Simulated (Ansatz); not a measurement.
# C2H7AuS2: a ladder of functionals and wavefunction methods

Aim: compute C2H7AuS2 with functionals from several rungs and with coupled cluster. The yardstick is the atomisation energy at the CCSD(T) limit.

Program: Ansatz 0.2.0, Gaussian basis. Level of theory: functionals in def2-TZVPP, the program's frozen cores in correlated methods. These are calculated values, not measurements.

Levels to be run: LDA (SPW92), PBE-D4, revPBE-D4, BLYP-D4, r2SCAN-D4, B97M-V, PBE0-D4, B3LYP-D4, r2SCANh-D4, r2SCAN0-D4, HSE06-D4, BHLYP-D4, CAM-B3LYP-D4, LC-ωPBE, ωB97X-V, ωB97M-V, B2PLYP, PBE-QIDH; CCSD(T)/def2-SVP; CCSD(T)/def2-TZVPP; MP2/def2-QZVPP; extrapolation to the limit; RPA on PBE.

1 further run of the same task is left out (it didn't finish).

## 1. The geometry

All runs share one geometry, relaxed beforehand with PBE0-D4 in a triple-zeta def2 set. Au takes the def2 core potential; no spin-orbit term is included.

SMILES `C[S+](C)[Au-][SH]`, 12 atoms, charge 0, spin multiplicity 1.

Atoms are counted from 1 here; the program's logs count them from 0.

Bond lengths: C1–S2 1.799 Å, C1–H6 1.089 Å, C1–H7 1.089 Å, C1–H8 1.091 Å, S2–C3 1.799 Å, S2–Au4 2.304 Å, C3–H9 1.089 Å, C3–H10 1.091 Å, C3–H11 1.089 Å, Au4–S5 2.268 Å, S5–H12 1.345 Å. Angles: S2–C1–H6 107.0°, S2–C1–H7 110.9°, S2–C1–H8 109.1°, H6–C1–H7 109.5°, H6–C1–H8 109.6°, H7–C1–H8 110.7°, C1–S2–C3 100.0°, C1–S2–Au4 106.8°, C3–S2–Au4 106.8°, S2–C3–H9 107.0°, S2–C3–H10 109.1°, S2–C3–H11 110.9°, H9–C3–H10 109.6°, H9–C3–H11 109.5°, H10–C3–H11 110.7°, S2–Au4–S5 179.3°, Au4–S5–H12 96.3°.

## 2. LDA

This LDA is Slater exchange with PW92 correlation.

The input, in.yaml:

```yaml
crystal:
  periodic: [false, false, false]
  atoms:
    - {symbol: C, position_ang: [-1.710037, 0.540634, -0.016409]}
    - {symbol: S, position_ang: [-0.401499, -0.579098, -0.535514]}
    - {symbol: C, position_ang: [-0.137014, -1.483926, 0.996440]}
    - {symbol: Au, position_ang: [1.477434, 0.708226, -0.880051]}
    - {symbol: S, position_ang: [3.324988, 1.986199, -1.194397]}
    - {symbol: H, position_ang: [-1.928741, 1.189087, -0.863685]}
    - {symbol: H, position_ang: [-1.389893, 1.145727, 0.830494]}
    - {symbol: H, position_ang: [-2.597315, -0.040551, 0.238050]}
    - {symbol: H, position_ang: [0.685420, -2.175662, 0.819501]}
    - {symbol: H, position_ang: [-1.040316, -2.044437, 1.240689]}
    - {symbol: H, position_ang: [0.126878, -0.806218, 1.806964]}
    - {symbol: H, position_ang: [3.590095, 1.560040, -2.442071]}
basis:
  gaussian: {orbitals: def2-TZVPP}
hamiltonian: {xc: lda}
output: {orbitals: {seedname: orbitals}}
```

After this run come: PBE-D4 (GGA); revPBE-D4 (GGA); BLYP-D4 (GGA); r2SCAN-D4 (meta-GGA); B97M-V (meta-GGA); PBE0-D4 (hybrid); B3LYP-D4 (hybrid); r2SCANh-D4 (hybrid); r2SCAN0-D4 (hybrid); HSE06-D4 (hybrid); BHLYP-D4 (hybrid); CAM-B3LYP-D4 (range-separated); LC-ωPBE (range-separated); ωB97X-V (range-separated); ωB97M-V (range-separated); B2PLYP (double hybrid); PBE-QIDH (double hybrid); CCSD(T) in def2-SVP; CCSD(T) in def2-TZVPP; MP2 in def2-QZVPP; RPA on PBE orbitals.

Q: Predict the results of all the runs planned. Wanted: atomisation energy, CCSD(T)/CBS; farthest beyond LDA; mean size of error, GGA; mean size of error, meta-GGA; mean size of error, hybrid; mean size of error, range-separated; mean size of error, double hybrid; gap, smallest and largest; T1 diagnostic.

**Answer**, as computed:

| quantity | value |
| --- | --- |
| atomisation energy, CCSD(T)/CBS | 4035.8 kJ/mol |
| functionals within 20.2 kJ/mol (0.5 %) | r2SCAN-D4, PBE0-D4, r2SCANh-D4, HSE06-D4, ωB97M-V |
| farthest beyond LDA | BHLYP-D4 (-155.3 kJ/mol) |
| mean size of error, GGA | 51.6 kJ/mol |
| mean size of error, meta-GGA | 14.5 kJ/mol |
| mean size of error, hybrid | 50.7 kJ/mol |
| mean size of error, range-separated | 38.6 kJ/mol |
| mean size of error, double hybrid | 66.4 kJ/mol |
| gap, smallest and largest | 3.46 eV (BLYP-D4), 9.93 eV (LC-ωPBE) |
| T1 diagnostic | 0.0141 |
| triples share of the correlation energy | 4.1 % |

In words: LDA overbinds by 580.9 kJ/mol (14 %). PBE-D4 misses by +49.7 kJ/mol. Double hybrids carry the basis error of their MP2 part in triple zeta, and no dispersion term here, so their miss is partly the set-up's. Taken by rung, meta-GGA functionals do best (14.5 kJ/mol on average) and double hybrid ones worst beyond LDA (66.4 kJ/mol). The reference freezes the cores and leaves out spin-orbit coupling and excitations past (T), so misses under about 20.2 kJ/mol can't be ranked. All levels share the lack of spin-orbit coupling, which lowers the free heavy atoms and so the true binding. Hartree-Fock recovers 71 % of the binding; the rest is correlation. CCSD(T) in def2-SVP is off by -287.2 kJ/mol, which most functionals beat. Orbital gaps span 3.5 to 9.9 eV; exact exchange widens them. Correlated methods include outer-core shells of Au, which these sets cover unevenly.
